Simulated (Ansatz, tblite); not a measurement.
# The cluster Si₃Se₃−: isomers from a random search, part 2 of 2

Aim: relax the candidate shapes of the cluster Si₃Se₃− that a cheap search turned up, and see how the levels of theory order them.

Ansatz 0.2.0, Gaussian basis; relaxed with PBE-D4/def2-SVPD, doublet.

### 12 Candidate A, revPBE-D4/def2-TZVPD

Input file in.yaml:

```yaml
crystal:
  periodic: [false, false, false]
  atoms:
    - {symbol: Si, position_ang: [1.158950, -0.177901, 0.750820]}
    - {symbol: Si, position_ang: [0.100629, 2.346786, -1.037139]}
    - {symbol: Si, position_ang: [-1.083788, -1.117592, 0.534604]}
    - {symbol: Se, position_ang: [-1.152471, -3.256776, 0.117235]}
    - {symbol: Se, position_ang: [0.465881, 0.092983, -1.598485]}
    - {symbol: Se, position_ang: [0.510800, 2.112510, 1.232965]}
basis:
  gaussian: {orbitals: def2-TZVPD, initial_orbitals: start.molden}
total_charge: -1
magnetization: {spin_polarized: true, initial_magnetization: 1}
hamiltonian: {xc: {name: revPBE}, dispersion: d4}
scf: {omitted_lower_state_checks: [starts]}
output: {orbitals: {seedname: orbitals}}
```

Command:

```sh
$ ansatz run in.yaml --threads 4 --pin off --events-out ev --progress --plain --max-ram 4787MiB
```

Standard output:

```text
Functional definition: revPBE
  name "revPBE"
  cite "Zhang & Yang, Phys. Rev. Lett. 80, 890 (1998) doi:10.1103/PhysRevLett.80.890"
  cite "Perdew, Burke & Ernzerhof, Phys. Rev. Lett. 77, 3865 (1996) doi:10.1103/PhysRevLett.77.3865"
  parameter kappa = 1.245
  parameter beta = 0.06672455060314922
  exchange = pbe_x(kappa = kappa, mu = beta*pi^2/3)
  correlation = pbe_c(beta = beta)
these checks for a lower state are left out or cut short: starts
2094 factors; their error is unknown
mean field evaluation 1: about -219666.0486 eV, gradient 1.0e1 eV
mean field evaluation 2: about -219666.2010 eV, gradient 2.7e-1 eV
mean field evaluation 4: about -219666.1664 eV, gradient 3.4e-2 eV
mean field evaluation 8: about -219666.1664 eV, gradient 2.7e-5 eV
mean field -219666.16636256 eV, -8072.5827187489 hartree, gradient 2.7e-5 eV, S^2 0.756862; 0 other end points of the search recorded, 0 dependent functions left out
reference -219666.16643612 eV, -8072.5827214522 hartree; 73, 72 occupied and 227, 228 virtual orbitals, 2094 factors
Total energy: -219667.26612356 eV, -8072.6231342200 hartree
Checks for a lower state left out: starts
```

Run time: 12 s. Hardware: 4 threads of Arm Neoverse V2, shared host; peak memory 0.83 GiB.

Report: HOMO -0.70 eV, LUMO -0.03 eV (over both spins); ⟨S²⟩ 0.757 (pure: 0.75).

### 13 Candidate A, MP2/def2-TZVPD

in.yaml: that of step 12 with these lines changed.

```diff
@@ -13,3 +13,3 @@
 magnetization: {spin_polarized: true, initial_magnetization: 1}
-hamiltonian: {xc: {name: revPBE}, dispersion: d4}
+correlation: {method: mp2}
 scf: {omitted_lower_state_checks: [starts]}
```

Launched as before.

Standard output (excerpt; [...] marks lines left out):

```text
Functional definition: HF
  name "HF"
  cite "Fock, Z. Phys. 61, 126 (1930) doi:10.1007/BF01340294"
  parent pbe
[...]
1890 factors; integrals over basis functions are off by at most 1.0e-3 eV
[...]
mean field -219500.43258101 eV, -8066.4921146152 hartree, gradient 1.6e-6 eV, S^2 0.834151; 0 other end points of the search recorded, 0 dependent functions left out
42 core orbitals not correlated: weight in the atoms' cores, before any rotation towards them, 1.000 or more for the frozen orbitals, at most 0.000 for the correlated occupied ones
reference -219500.43258101 eV, -8066.4921146152 hartree; 31, 30 occupied and 227, 228 virtual orbitals, 1890 factors
second order -30.49305524 eV of doubles, -0.00000000 eV of singles
Total energy: -219530.92563625 eV, -8067.6127137264 hartree
Checks for a lower state left out: starts
```

It took 35 s on 4 threads of Arm Neoverse V2, shared host; peak memory 1.8 GiB.

Report: Hartree-Fock HOMO -3.85 eV, LUMO 3.32 eV (over both spins); ⟨S²⟩ 0.834 (pure: 0.75).

### 14 Candidate C, GFN1-xTB

Tight binding, by tblite at 300 K electronic temperature and without a spin-polarisation term:

```python
tblite.interface.Calculator('GFN1-xTB', numbers, positions, charge=-1, uhf=1).singlepoint()
```

Energy -429.7797 eV; 0.01 s.

### 15 Candidate C, GFN2-xTB

Tight binding, by tblite at 300 K electronic temperature and without a spin-polarisation term:

```python
tblite.interface.Calculator('GFN2-xTB', numbers, positions, charge=-1, uhf=1).singlepoint()
```

Energy -409.4944 eV; 0.009 s.

### 16 Candidate C, PBE0-D4/def2-TZVPD

Input file in.yaml:

```yaml
crystal:
  periodic: [false, false, false]
  atoms:
    - {symbol: Si, position_ang: [0.385944, -1.692181, -0.670633]}
    - {symbol: Si, position_ang: [-1.645405, -0.364920, -0.783590]}
    - {symbol: Si, position_ang: [1.216349, 1.896142, 0.370958]}
    - {symbol: Se, position_ang: [2.144231, -0.165798, 0.024158]}
    - {symbol: Se, position_ang: [-1.089928, -1.566231, 1.207955]}
    - {symbol: Se, position_ang: [-1.011191, 1.892988, -0.148848]}
basis:
  gaussian: {orbitals: def2-TZVPD, initial_orbitals: start.molden}
total_charge: -1
magnetization: {spin_polarized: true, initial_magnetization: 1}
hamiltonian: {xc: pbe0, dispersion: d4}
scf: {omitted_lower_state_checks: [starts]}
output: {orbitals: {seedname: orbitals}}
```

Same command.

Standard output (excerpt; [...] marks lines left out):

```text
Functional definition: PBE0
  name "PBE0"
  cite "Adamo & Barone, J. Chem. Phys. 110, 6158 (1999) doi:10.1063/1.478522"
  cite "Perdew, Burke & Ernzerhof, Phys. Rev. Lett. 77, 3865 (1996) doi:10.1103/PhysRevLett.77.3865"
  parent pbe
[...]
2247 factors; their error is unknown
the host lacks memory for fits, so the integrals are decomposed
1893 factors; integrals over basis functions are off by at most 9.9e-4 eV
[...]
mean field -219654.56476313 eV, -8072.1563678336 hartree, gradient 2.3e-5 eV, S^2 0.770376; 0 other end points of the search recorded, 0 dependent functions left out
reference -219654.56480718 eV, -8072.1563694523 hartree; 73, 72 occupied and 227, 228 virtual orbitals, 1893 factors
Total energy: -219655.06495043 eV, -8072.1747493777 hartree
Checks for a lower state left out: starts
```

Wall time 24 s (4 threads of Arm Neoverse V2, shared host); peak memory 1.7 GiB.

HOMO -1.68 eV, LUMO 0.31 eV (over both spins); ⟨S²⟩ 0.770 (pure: 0.75).

### 17 Candidate C, PBE-D4/def2-TZVPD

in.yaml: that of step 16 with these lines changed.

```diff
@@ -13,4 +13,4 @@
 magnetization: {spin_polarized: true, initial_magnetization: 1}
-hamiltonian: {xc: pbe0, dispersion: d4}
+hamiltonian: {xc: pbe, dispersion: d4}
 scf: {omitted_lower_state_checks: [starts]}
-output: {orbitals: {seedname: orbitals}}
+output: {forces: true, orbitals: {seedname: orbitals}}
```

Same command.

Standard output (excerpt; [...] marks lines left out):

```text
Functional definition: PBE
  name "PBE"
  cite "Perdew, Burke & Ernzerhof, Phys. Rev. Lett. 77, 3865 (1996) doi:10.1103/PhysRevLett.77.3865"
  parent pbe
[...]
2094 factors; their error is unknown
[...]
mean field -219646.67068334 eV, -8071.8662657522 hartree, gradient 2.5e-5 eV, S^2 0.757849; 0 other end points of the search recorded, 0 dependent functions left out
[...]
reference -219646.67073973 eV, -8071.8662678242 hartree; 73, 72 occupied and 227, 228 virtual orbitals, 2094 factors
Total energy: -219647.24458850 eV, -8071.8873563776 hartree
Atom 0 at     0.385944    -1.692181    -0.670633 Å, force    -0.074557     0.122779     0.114356 eV/Å
Atom 1 at    -1.645405    -0.364920    -0.783590 Å, force     0.130581    -0.012185     0.125903 eV/Å
Atom 2 at     1.216349     1.896142     0.370958 Å, force    -0.067096    -0.108157    -0.049622 eV/Å
Atom 3 at     2.144231    -0.165798     0.024158 Å, force    -0.124986     0.059354    -0.013296 eV/Å
Atom 4 at    -1.089928    -1.566231     1.207955 Å, force     0.030710     0.029099    -0.174677 eV/Å
Atom 5 at    -1.011191     1.892988    -0.148848 Å, force     0.105349    -0.090890    -0.002664 eV/Å
Dipole moment:     0.084174     0.137428     0.081000 e Å
Checks for a lower state left out: starts
```

Run time: 13 s. Hardware: 4 threads of Arm Neoverse V2, shared host; peak memory 0.85 GiB.

Report: HOMO -0.77 eV, LUMO -0.25 eV (over both spins); ⟨S²⟩ 0.758 (pure: 0.75).

### 18 Candidate C, r2SCAN-D4/def2-TZVPD

in.yaml: that of step 17 with these lines changed.

```diff
@@ -13,4 +13,4 @@
 magnetization: {spin_polarized: true, initial_magnetization: 1}
-hamiltonian: {xc: pbe, dispersion: d4}
+hamiltonian: {xc: r2scan, dispersion: d4}
 scf: {omitted_lower_state_checks: [starts]}
-output: {forces: true, orbitals: {seedname: orbitals}}
+output: {orbitals: {seedname: orbitals}}
```

The command is unchanged.

Standard output:

```text
Functional definition: r2SCAN
  name "r2SCAN"
  cite "Furness, Kaplan, Ning, Perdew & Sun, J. Phys. Chem. Lett. 11, 8208 (2020) doi:10.1021/acs.jpclett.0c02405"
  cite "Furness, Kaplan, Ning, Perdew & Sun, J. Phys. Chem. Lett. 11, 9248 (2020) doi:10.1021/acs.jpclett.0c03077"
  parent r2scan
  parameter k0 = 0.174
  parameter k1 = 0.065
  parameter a1 = 4.9479
  exchange = r2scan_x(k0 = k0, k1 = k1, a1 = a1)
  correlation = r2scan_c
these checks for a lower state are left out or cut short: starts
2094 factors; their error is unknown
mean field evaluation 1: about -219684.5742 eV, gradient 8.9e0 eV
mean field evaluation 2: about -219684.6669 eV, gradient 1.9e-1 eV
mean field evaluation 4: about -219684.6247 eV, gradient 5.7e-3 eV
mean field -219684.62472599 eV, -8073.2610510931 hartree, gradient 5.8e-5 eV, S^2 0.770066; 0 other end points of the search recorded, 0 dependent functions left out
reference -219684.62476855 eV, -8073.2610526574 hartree; 73, 72 occupied and 227, 228 virtual orbitals, 2094 factors
Total energy: -219684.74161837 eV, -8073.2653468090 hartree
Checks for a lower state left out: starts
```

Run time: 26 s. Hardware: 4 threads of Arm Neoverse V2, shared host; peak memory 0.95 GiB.

HOMO -1.02 eV, LUMO -0.19 eV (over both spins); ⟨S²⟩ 0.770 (pure: 0.75).

### 19 Candidate C, r2SCAN0-D4/def2-TZVPD

in.yaml: that of step 18 with these lines changed.

```diff
@@ -13,3 +13,3 @@
 magnetization: {spin_polarized: true, initial_magnetization: 1}
-hamiltonian: {xc: r2scan, dispersion: d4}
+hamiltonian: {xc: {name: r2SCAN0}, dispersion: d4}
 scf: {omitted_lower_state_checks: [starts]}
```

The command is unchanged.

Standard output (excerpt; [...] marks lines left out):

```text
Functional definition: r2SCAN0
  name "r2SCAN0"
  cite "Bursch, Neugebauer, Ehlert & Grimme, J. Chem. Phys. 156, 134105 (2022) doi:10.1063/5.0086040"
  cite "Furness, Kaplan, Ning, Perdew & Sun, J. Phys. Chem. Lett. 11, 8208 (2020) doi:10.1021/acs.jpclett.0c02405"
  cite "Furness, Kaplan, Ning, Perdew & Sun, J. Phys. Chem. Lett. 11, 9248 (2020) doi:10.1021/acs.jpclett.0c03077"
  parent r2scan
[...]
2247 factors; their error is unknown
the host lacks memory for fits, so the integrals are decomposed
1893 factors; integrals over basis functions are off by at most 9.9e-4 eV
[...]
mean field -219683.45444871 eV, -8073.2180441963 hartree, gradient 2.1e-5 eV, S^2 0.785928; 0 other end points of the search recorded, 0 dependent functions left out
reference -219683.45448042 eV, -8073.2180453619 hartree; 73, 72 occupied and 227, 228 virtual orbitals, 1893 factors
Total energy: -219683.60857232 eV, -8073.2237081346 hartree
Checks for a lower state left out: starts
```

It took 40 s on 4 threads of Arm Neoverse V2, shared host; peak memory 1.8 GiB.

HOMO -1.87 eV, LUMO 0.39 eV (over both spins); ⟨S²⟩ 0.786 (pure: 0.75).

### 20 Candidate C, revPBE-D4/def2-TZVPD

in.yaml: that of step 19 with these lines changed.

```diff
@@ -13,3 +13,3 @@
 magnetization: {spin_polarized: true, initial_magnetization: 1}
-hamiltonian: {xc: {name: r2SCAN0}, dispersion: d4}
+hamiltonian: {xc: {name: revPBE}, dispersion: d4}
 scf: {omitted_lower_state_checks: [starts]}
```

The command is unchanged.

Standard output:

```text
Functional definition: revPBE
  name "revPBE"
  cite "Zhang & Yang, Phys. Rev. Lett. 80, 890 (1998) doi:10.1103/PhysRevLett.80.890"
  cite "Perdew, Burke & Ernzerhof, Phys. Rev. Lett. 77, 3865 (1996) doi:10.1103/PhysRevLett.77.3865"
  parameter kappa = 1.245
  parameter beta = 0.06672455060314922
  exchange = pbe_x(kappa = kappa, mu = beta*pi^2/3)
  correlation = pbe_c(beta = beta)
these checks for a lower state are left out or cut short: starts
2094 factors; their error is unknown
mean field evaluation 1: about -219666.4725 eV, gradient 1.0e1 eV
mean field evaluation 2: about -219666.6224 eV, gradient 2.8e-1 eV
mean field evaluation 4: about -219666.5900 eV, gradient 4.2e-2 eV
mean field evaluation 8: about -219666.5900 eV, gradient 1.9e-5 eV
mean field -219666.58997010 eV, -8072.5982860388 hartree, gradient 1.9e-5 eV, S^2 0.758977; 0 other end points of the search recorded, 0 dependent functions left out
reference -219666.59003904 eV, -8072.5982885722 hartree; 73, 72 occupied and 227, 228 virtual orbitals, 2094 factors
Total energy: -219667.76829134 eV, -8072.6415885455 hartree
Checks for a lower state left out: starts
```

It took 12 s on 4 threads of Arm Neoverse V2, shared host; peak memory 0.84 GiB.

HOMO -0.74 eV, LUMO -0.19 eV (over both spins); ⟨S²⟩ 0.759 (pure: 0.75).

### 21 Candidate C, MP2/def2-TZVPD

in.yaml: that of step 20 with these lines changed.

```diff
@@ -13,3 +13,3 @@
 magnetization: {spin_polarized: true, initial_magnetization: 1}
-hamiltonian: {xc: {name: revPBE}, dispersion: d4}
+correlation: {method: mp2}
 scf: {omitted_lower_state_checks: [starts]}
```

Launched as before.

Standard output:

```text
Functional definition: HF
  name "HF"
  cite "Fock, Z. Phys. 61, 126 (1930) doi:10.1007/BF01340294"
  parent pbe
  exchange = exact_x
  correlation = 0
these checks for a lower state are left out or cut short: starts
1893 factors; integrals over basis functions are off by at most 9.9e-4 eV
mean field evaluation 1: about -219498.5874 eV, gradient 3.4e1 eV
mean field evaluation 2: about -219500.0317 eV, gradient 2.0e0 eV
mean field evaluation 4: about -219500.7471 eV, gradient 1.5e0 eV
mean field evaluation 8: about -219500.7741 eV, gradient 3.3e-3 eV
mean field -219500.77409409 eV, -8066.5046649893 hartree, gradient 4.0e-6 eV, S^2 0.960851; 0 other end points of the search recorded, 0 dependent functions left out
42 core orbitals not correlated: weight in the atoms' cores, before any rotation towards them, 1.000 or more for the frozen orbitals, at most 0.000 for the correlated occupied ones
reference -219500.77409409 eV, -8066.5046649893 hartree; 31, 30 occupied and 227, 228 virtual orbitals, 1893 factors
second order -30.50770099 eV of doubles, -0.00000000 eV of singles
Total energy: -219531.28179508 eV, -8067.6258023218 hartree
Checks for a lower state left out: starts
```

Run time: 27 s. Hardware: 4 threads of Arm Neoverse V2, shared host; peak memory 1.8 GiB.

Report: Hartree-Fock HOMO -3.85 eV, LUMO 3.27 eV (over both spins); ⟨S²⟩ 0.961 (pure: 0.75). Doubts: spin contamination.

### 22 A against B

The energies of B at these levels come from its own runs, whose logs aren't repeated here.

```csv
level,A above B (kcal/mol),time
GFN2-xTB,+1.3,0.02 s
HF/def2-TZVPD,+17.5,
PBE-D4/def2-TZVPD,+12.3,23 s
revPBE-D4/def2-TZVPD,+11.5,23 s
r2SCAN-D4/def2-TZVPD,+15.4,54 s
PBE0-D4/def2-TZVPD,+13.5,50 s
r2SCAN0-D4/def2-TZVPD,+15.4,71 s
MP2/def2-TZVPD,+14.6,63 s
```

Times add the two runs; a level without a time comes out of a correlated run.

### 23 C against B

The energies of B at these levels come from its own runs, whose logs aren't repeated here.

```
                level  C above B (kcal/mol)     time
             GFN2-xTB                  +4.3  0.019 s
       HF/def2-TZVPD†                  +9.6         
    PBE-D4/def2-TZVPD                  +0.4     23 s
 revPBE-D4/def2-TZVPD                  -0.1     23 s
 r2SCAN-D4/def2-TZVPD                  +3.4     53 s
   PBE0-D4/def2-TZVPD                  +1.6     45 s
r2SCAN0-D4/def2-TZVPD                  +3.5     74 s
      MP2/def2-TZVPD†                  +6.4     54 s
```

Times add the two runs; a level without a time comes out of a correlated run. † marks a level with a doubtful state (flagged, unstable, out of aufbau order, or strongly spin-contaminated); such levels are left out of the summary.

### 24 Summary of results

What follows sums up all 2 parts.

| quantity | value |
| --- | --- |
| A above B, range of the levels free of doubt, tight binding aside | +11.5 to +17.5 kcal/mol |
| levels that put A lower | none |
| C above B, range of the levels free of doubt, tight binding aside | -0.1 to +3.5 kcal/mol |
| levels that put C lower | revPBE-D4/def2-TZVPD |

In words: All levels free of doubt put B (Cs) below A (C1), by 1.3 to 17.5 kcal/mol. The levels disagree on C and B: 1 of 6 put C lower. A random search of this size may have missed the true lowest shape. Only doublets are compared; another spin may lie lower and prefer another shape.
